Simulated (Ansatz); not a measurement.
**SiCl3 radical: one species, many methods**

Aim: compute SiCl3 radical with functionals from several rungs and with coupled cluster, and see how far each lands from CCSD(T) at the basis-set limit for the atomisation energy.

Program: Ansatz 0.2.0, Gaussian basis. Level of theory: functionals in def2-TZVPP, the program's frozen cores in correlated methods. These are calculated values, not measurements.

Plan: LDA (SPW92), PBE-D4, revPBE-D4, BLYP-D4, r2SCAN-D4, B97M-V, PBE0-D4, B3LYP-D4, r2SCANh-D4, r2SCAN0-D4, HSE06-D4, BHLYP-D4, CAM-B3LYP-D4, LC-ωPBE, ωB97X-V, ωB97M-V, B2PLYP, PBE-QIDH; CCSD(T)/def2-SVP; CCSD(T)/def2-TZVPP; MP2/def2-QZVPP; extrapolation to the limit; RPA on PBE.

## Step 1: Structure used throughout

The geometry comes from an earlier relaxation with PBE0-D4 in a triple-zeta def2 set; it is a stationary point.

SMILES `Cl[Si](Cl)Cl`, 4 atoms, charge 0, spin multiplicity 2.

Atoms are counted from 1 here; the program's logs count them from 0.

Bond lengths: Cl1–Si2 2.043 Å, Si2–Cl3 2.043 Å, Si2–Cl4 2.043 Å. Angles: Cl1–Si2–Cl3 109.4°, Cl1–Si2–Cl4 109.4°, Cl3–Si2–Cl4 109.5°.

## Step 2: LDA

This LDA is Slater exchange with PW92 correlation.

The input, in.yaml:

```yaml
crystal:
  periodic: [false, false, false]
  atoms:
    - {symbol: Cl, position_ang: [-1.524821, -0.591569, 1.030126]}
    - {symbol: Si, position_ang: [0.116111, 0.389430, 0.310569]}
    - {symbol: Cl, position_ang: [1.694738, -0.903780, 0.218965]}
    - {symbol: Cl, position_ang: [-0.286027, 1.105929, -1.559670]}
basis:
  gaussian: {orbitals: def2-TZVPP}
magnetization: {spin_polarized: true, initial_magnetization: 1}
hamiltonian: {xc: lda}
output: {orbitals: {seedname: orbitals}}
```

Further steps of the session: PBE-D4 (GGA); revPBE-D4 (GGA); BLYP-D4 (GGA); r2SCAN-D4 (meta-GGA); B97M-V (meta-GGA); PBE0-D4 (hybrid); B3LYP-D4 (hybrid); r2SCANh-D4 (hybrid); r2SCAN0-D4 (hybrid); HSE06-D4 (hybrid); BHLYP-D4 (hybrid); CAM-B3LYP-D4 (range-separated); LC-ωPBE-D4 (range-separated); ωB97X-V (range-separated); ωB97M-V (range-separated); B2PLYP (double hybrid); PBE-QIDH (double hybrid); CCSD(T) in def2-SVP; CCSD(T) in def2-TZVPP; MP2 in def2-QZVPP; RPA on PBE orbitals.

**Question.** What will the summary of the whole plan be? Wanted: atomisation energy, CCSD(T)/CBS; farthest beyond LDA; mean size of error, GGA; mean size of error, meta-GGA; mean size of error, hybrid; mean size of error, range-separated; mean size of error, double hybrid; gap, smallest and largest; T1 diagnostic.

As calculated:

| quantity | value |
| --- | --- |
| atomisation energy, CCSD(T)/CBS | 1150.6 kJ/mol |
| functionals within 5.8 kJ/mol (0.5 %) | none; nearest revPBE-D4 (+10.4 kJ/mol) |
| farthest beyond LDA | BHLYP-D4 (-52.6 kJ/mol) |
| mean size of error, GGA | 25.6 kJ/mol |
| mean size of error, meta-GGA | 39.3 kJ/mol |
| mean size of error, hybrid | 26.2 kJ/mol |
| mean size of error, range-separated | 15.7 kJ/mol |
| mean size of error, double hybrid | 22.1 kJ/mol |
| gap, smallest and largest | 1.13 eV (LDA (SPW92)), 8.61 eV (LC-ωPBE) |
| T1 diagnostic | 0.0119 |
| triples share of the correlation energy | 4.3 % |

**Reading.** The LDA atomisation energy is off by 199.6 kJ/mol (17 %): it overbinds. PBE-D4 misses by +43.9 kJ/mol. Double hybrids carry the basis error of their MP2 part in triple zeta, and no dispersion term here, so their miss is partly the set-up's. Taken by rung, range-separated functionals do best (15.7 kJ/mol on average) and meta-GGA ones worst beyond LDA (39.3 kJ/mol). RPA and LDA stand outside this count. Misses under about 5.8 kJ/mol are within the doubt on the reference itself, which lacks core-valence correlation, relativity and higher excitations. Hartree-Fock recovers 73 % of the binding; the rest is correlation. CCSD(T) in def2-SVP is off by -146.9 kJ/mol, so the small basis spoils what the method gains. The gap grows from 1.1 to 8.6 eV across the functionals, mostly with the share of exact exchange.
